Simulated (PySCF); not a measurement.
**C13H7N: field gradients at the nuclei**

Aim: the electric field gradients and quadrupole couplings of C13H7N at several levels. Each job file holds the settings and the coordinates that a driver script hands to the program.

Program: PySCF 2.14.0, density-fitted response routines. Level of theory: the levels named in each step. These are calculated values, not measurements.

**1. Starting point**

Bond lengths (14 of 23 bonds, heavy atoms first): N1–C2 1.148 Å, C2–C3 1.410 Å, C3–C4 1.387 Å, C4–C5 1.405 Å, C5–C6 1.374 Å, C6–C7 1.415 Å, C7–C8 1.412 Å, C8–C9 1.372 Å, C9–C10 1.411 Å, C10–C11 1.374 Å, C3–C12 1.427 Å, C7–C12 1.388 Å, C11–C12 1.415 Å, C8–C13 1.458 Å. Angles (14 of 37 angles, heavy atoms first): N1–C2–C3 179.6°, C2–C3–C4 119.9°, C2–C3–C12 120.0°, C4–C3–C12 120.1°, C3–C4–C5 122.9°, C4–C5–C6 118.6°, C5–C6–C7 118.0°, C5–C6–C14 136.2°, C7–C6–C14 105.8°, C6–C7–C8 110.0°, C6–C7–C12 125.4°, C8–C7–C12 124.6°, C7–C8–C9 117.9°, C7–C8–C13 105.7°.

As a file:

```xyz
21

N     4.0454   -0.0680   -0.4441
C     2.9329   -0.3268   -0.3346
C     1.5637   -0.6364   -0.2004
C     1.1490   -1.9596   -0.2153
C    -0.1978   -2.3379   -0.0861
C    -1.1452   -1.3535    0.0629
C    -0.7095   -0.0076    0.0759
C    -1.8150    0.8561    0.2376
C    -1.5749    2.2063    0.2742
C    -0.2438    2.6578    0.1467
C     0.8248    1.8088   -0.0099
C     0.6075    0.4115   -0.0491
C    -2.9831   -0.0123    0.3278
C    -2.5906   -1.3028    0.2259
H     1.8975   -2.7314   -0.3305
H    -0.4580   -3.3862   -0.1080
H    -2.3715    2.9259    0.3960
H    -0.0632    3.7228    0.1761
H     1.8281    2.1981   -0.1037
H    -3.9904    0.3404    0.4567
H    -3.2255   -2.1695    0.2584
```

**2. Geometry, PBE0-D3(BJ)/def2-SVP**

The input, job.txt:

```
{"job": {"xc": "PBE0", "basis": "def2-SVP", "d3": "d3bj", "grid": 2, "kind": "geom"}, "charge": 0, "multiplicity": 1}
N      4.045430    -0.067960    -0.444060
C      2.932870    -0.326800    -0.334630
C      1.563740    -0.636380    -0.200360
C      1.148980    -1.959640    -0.215310
C     -0.197850    -2.337900    -0.086070
C     -1.145200    -1.353500     0.062860
C     -0.709530    -0.007590     0.075860
C     -1.814960     0.856100     0.237550
C     -1.574900     2.206290     0.274160
C     -0.243770     2.657830     0.146720
C      0.824770     1.808830    -0.009940
C      0.607490     0.411530    -0.049130
C     -2.983060    -0.012280     0.327790
C     -2.590640    -1.302750     0.225860
H      1.897540    -2.731390    -0.330530
H     -0.457980    -3.386180    -0.107970
H     -2.371510     2.925860     0.396010
H     -0.063230     3.722830     0.176090
H      1.828120     2.198070    -0.103710
H     -3.990410     0.340440     0.456720
H     -3.225460    -2.169520     0.258400
```

Standard output:

```text
step   0  E = -553.30947796  max force = 0.031621
step   1  E = -553.31173019  max force = 0.005256
step   2  E = -553.31136893  max force = 0.007467
step   3  E = -553.31198983  max force = 0.001122
step   4  E = -553.31199399  max force = 0.000906
step   5  E = -553.31200243  max force = 0.000384
optimisation converged
```

Run time: 2.5 min. Hardware: 8 threads of Arm Neoverse V1, shared host; peak memory 1.6 GiB.

It ended at:

```xyz
21

N     4.0787   -0.0363   -0.4486
C     2.9585   -0.3176   -0.3387
C     1.5731   -0.6410   -0.2016
C     1.1591   -1.9713   -0.2168
C    -0.2004   -2.3469   -0.0848
C    -1.1526   -1.3576    0.0646
C    -0.7143   -0.0110    0.0778
C    -1.8199    0.8554    0.2386
C    -1.5762    2.2127    0.2739
C    -0.2347    2.6717    0.1477
C     0.8355    1.8107   -0.0090
C     0.6071    0.4067   -0.0480
C    -3.0032   -0.0116    0.3289
C    -2.6102   -1.3134    0.2266
H     1.9157   -2.7491   -0.3352
H    -0.4655   -3.4066   -0.1040
H    -2.3838    2.9389    0.3957
H    -0.0468    3.7474    0.1761
H     1.8516    2.2011   -0.1027
H    -4.0276    0.3387    0.4573
H    -3.2635   -2.1851    0.2587
```

**3. Field gradients, PBE0/def2-TZVPP**

The input, job.txt:

```
{"job": {"kind": "efgt", "xc": "PBE0", "basis": "def2-TZVPP"}, "charge": 0, "multiplicity": 1}
N      4.078686    -0.036254    -0.448611
C      2.958495    -0.317569    -0.338708
C      1.573108    -0.640988    -0.201644
C      1.159083    -1.971257    -0.216825
C     -0.200442    -2.346881    -0.084842
C     -1.152551    -1.357638     0.064650
C     -0.714326    -0.010971     0.077836
C     -1.819871     0.855384     0.238602
C     -1.576181     2.212708     0.273892
C     -0.234718     2.671654     0.147651
C      0.835459     1.810699    -0.009040
C      0.607099     0.406738    -0.047984
C     -3.003224    -0.011580     0.328924
C     -2.610181    -1.313426     0.226630
H      1.915686    -2.749119    -0.335225
H     -0.465520    -3.406550    -0.103982
H     -2.383803     2.938869     0.395682
H     -0.046815     3.747381     0.176126
H      1.851580     2.201075    -0.102736
H     -4.027591     0.338699     0.457257
H     -3.263532    -2.185085     0.258658
```

Standard output:

```text
coarse grid: 19520 points
cycle   1  E = -553.8305637877  dE =  2.808e+00  |g| = 5.341e-01  |ddm| = 4.616e+00
cycle   2  E = -553.6604675205  dE =  1.701e-01  |g| = 1.029e+00  |ddm| = 2.519e+00
cycle   3  E = -553.8939971186  dE = -2.335e-01  |g| = 1.934e-01  |ddm| = 1.783e+00
cycle   4  E = -553.9021912113  dE = -8.194e-03  |g| = 6.857e-02  |ddm| = 2.202e-01
cycle   5  E = -553.9031830168  dE = -9.918e-04  |g| = 3.081e-02  |ddm| = 9.064e-02
cycle   6  E = -553.9034193806  dE = -2.364e-04  |g| = 5.515e-03  |ddm| = 2.878e-02
cycle   7  E = -553.9034262255  dE = -6.845e-06  |g| = 2.142e-03  |ddm| = 8.256e-03
final grid: 266096 points
cycle   8  E = -553.8694336378  dE = -1.246e-04  |g| = 8.562e-03  |ddm| = 3.100e-01
cycle   9  E = -553.8694216941  dE =  1.194e-05  |g| = 1.069e-02  |ddm| = 2.241e-02
cycle  10  E = -553.8694496960  dE = -2.800e-05  |g| = 2.949e-03  |ddm| = 1.008e-02
cycle  11  E = -553.8694518608  dE = -2.165e-06  |g| = 9.612e-04  |ddm| = 3.013e-03
cycle  12  E = -553.8694520599  dE = -1.991e-07  |g| = 3.778e-04  |ddm| = 1.636e-03
cycle  13  E = -553.8694520883  dE = -2.846e-08  |g| = 1.280e-04  |ddm| = 5.878e-04
cycle  14  E = -553.8694520920  dE = -3.660e-09  |g| = 3.889e-05  |ddm| = 1.275e-04
cycle  15  E = -553.8694520923  dE = -3.572e-10  |g| = 1.053e-05  |ddm| = 4.105e-05
converged SCF energy = -553.8694520923

Field-gradient tensors (au): xx yy zz xy xz yz
  0 N    -0.84591    0.43672    0.40919   -0.33117    0.12371    0.03700
  1 C    -0.36362    0.17152    0.19210   -0.14536    0.05485    0.01474
  2 C     0.04781   -0.21500    0.16720    0.03344    0.01490   -0.02119
  3 C    -0.17179   -0.15677    0.32856    0.00327    0.05580   -0.02280
  4 C    -0.16418   -0.17327    0.33745    0.02643    0.05705   -0.02648
  5 C    -0.13054   -0.22069    0.35123    0.02779    0.05493   -0.02940
  6 C    -0.13915   -0.12595    0.26510   -0.00080    0.04493   -0.01799
  7 C    -0.10040   -0.20800    0.30840    0.02862    0.04684   -0.02700
  8 C    -0.15557   -0.20751    0.36308   -0.01782    0.05690   -0.02445
  9 C    -0.15686   -0.16153    0.31839    0.02554    0.05408   -0.02503
 10 C    -0.18654   -0.14589    0.33243    0.02721    0.05901   -0.02514
 11 C    -0.16806   -0.14465    0.31271   -0.05592    0.05086   -0.01498
 12 C    -0.10554   -0.18788    0.29342    0.06207    0.04730   -0.02901
 13 C    -0.05214   -0.20988    0.26202    0.00819    0.03538   -0.02259
 14 H     0.06587    0.08009   -0.14596   -0.20377   -0.03307    0.03288
 15 H    -0.10932    0.25878   -0.14946    0.09770    0.00000    0.00788
 16 H     0.09300    0.05062   -0.14362   -0.20483   -0.03591    0.03159
 17 H    -0.12030    0.27143   -0.15114    0.07010   -0.00025    0.01162
 18 H     0.22272   -0.07677   -0.14595    0.13824   -0.03450   -0.01187
 19 H     0.23904   -0.09306   -0.14598   -0.12939   -0.04880    0.01688
 20 H     0.01583    0.13714   -0.15297    0.20496   -0.00926   -0.00926
```

Run time: 88 s. Hardware: 8 threads of Arm Neoverse V1, shared host; peak memory 4.2 GiB.

**4. Field gradients, PBE/def2-TZVPP**

job.txt: that of step 3 with these lines changed.

```diff
@@ -1,2 +1,2 @@
-{"job": {"kind": "efgt", "xc": "PBE0", "basis": "def2-TZVPP"}, "charge": 0, "multiplicity": 1}
+{"job": {"kind": "efgt", "xc": "PBE", "basis": "def2-TZVPP"}, "charge": 0, "multiplicity": 1}
 N      4.078686    -0.036254    -0.448611
```

Standard output:

```text
coarse grid: 19520 points
cycle   1  E = -553.7527426870  dE =  2.207e+00  |g| = 6.879e-01  |ddm| = 4.739e+00
cycle   2  E = -553.3827342006  dE =  3.700e-01  |g| = 1.413e+00  |ddm| = 4.722e+00
cycle   3  E = -553.7991154213  dE = -4.164e-01  |g| = 5.507e-01  |ddm| = 3.789e+00
cycle   4  E = -553.8715877507  dE = -7.247e-02  |g| = 1.206e-01  |ddm| = 5.907e-01
cycle   5  E = -553.8741279916  dE = -2.540e-03  |g| = 7.302e-02  |ddm| = 2.261e-01
cycle   6  E = -553.8754503792  dE = -1.322e-03  |g| = 1.993e-02  |ddm| = 8.135e-02
cycle   7  E = -553.8755326644  dE = -8.229e-05  |g| = 9.238e-03  |ddm| = 3.237e-02
cycle   8  E = -553.8755546653  dE = -2.200e-05  |g| = 3.340e-03  |ddm| = 1.057e-02
cycle   9  E = -553.8755575589  dE = -2.894e-06  |g| = 1.317e-03  |ddm| = 4.755e-03
final grid: 266096 points
cycle  10  E = -553.8349027326  dE = -1.997e-04  |g| = 1.393e-02  |ddm| = 4.225e-01
cycle  11  E = -553.8348079204  dE =  9.481e-05  |g| = 2.220e-02  |ddm| = 5.693e-02
cycle  12  E = -553.8349181685  dE = -1.102e-04  |g| = 1.041e-02  |ddm| = 3.641e-02
cycle  13  E = -553.8349502062  dE = -3.204e-05  |g| = 2.008e-03  |ddm| = 1.057e-02
cycle  14  E = -553.8349509392  dE = -7.330e-07  |g| = 1.255e-03  |ddm| = 4.298e-03
cycle  15  E = -553.8349512939  dE = -3.546e-07  |g| = 3.716e-04  |ddm| = 1.771e-03
cycle  16  E = -553.8349513210  dE = -2.717e-08  |g| = 1.576e-04  |ddm| = 4.211e-04
cycle  17  E = -553.8349513265  dE = -5.459e-09  |g| = 5.235e-05  |ddm| = 2.483e-04
cycle  18  E = -553.8349513271  dE = -6.592e-10  |g| = 1.853e-05  |ddm| = 6.816e-05
converged SCF energy = -553.8349513271

Field-gradient tensors (au): xx yy zz xy xz yz
  0 N    -0.80700    0.41263    0.39437   -0.31409    0.11855    0.03473
  1 C    -0.33562    0.16073    0.17489   -0.13591    0.05027    0.01402
  2 C     0.04539   -0.20309    0.15771    0.03060    0.01398   -0.01990
  3 C    -0.15855   -0.14318    0.30173    0.00416    0.05138   -0.02103
  4 C    -0.15618   -0.16313    0.31931    0.02674    0.05416   -0.02521
  5 C    -0.11900   -0.20843    0.32743    0.02573    0.05090   -0.02751
  6 C    -0.12986   -0.11983    0.24970   -0.00055    0.04219   -0.01703
  7 C    -0.09549   -0.19786    0.29336    0.02920    0.04465   -0.02590
  8 C    -0.14353   -0.19545    0.33898   -0.01736    0.05290   -0.02282
  9 C    -0.14879   -0.15227    0.30106    0.02484    0.05122   -0.02373
 10 C    -0.17390   -0.13640    0.31029    0.02672    0.05511   -0.02363
 11 C    -0.15884   -0.13405    0.29289   -0.05536    0.04765   -0.01364
 12 C    -0.09343   -0.17540    0.26883    0.05983    0.04311   -0.02705
 13 C    -0.04583   -0.19736    0.24319    0.00971    0.03265   -0.02132
 14 H     0.06569    0.08000   -0.14570   -0.20345   -0.03301    0.03282
 15 H    -0.10930    0.25824   -0.14894    0.09749    0.00005    0.00785
 16 H     0.09271    0.05057   -0.14328   -0.20439   -0.03582    0.03153
 17 H    -0.12019    0.27075   -0.15055    0.06992   -0.00020    0.01158
 18 H     0.22239   -0.07681   -0.14557    0.13802   -0.03444   -0.01186
 19 H     0.23856   -0.09282   -0.14575   -0.12928   -0.04872    0.01687
 20 H     0.01559    0.13693   -0.15252    0.20462   -0.00920   -0.00926
```

Wall time 62 s (8 threads of Arm Neoverse V1, shared host); peak memory 4.2 GiB.

[end of part 1 of 2]
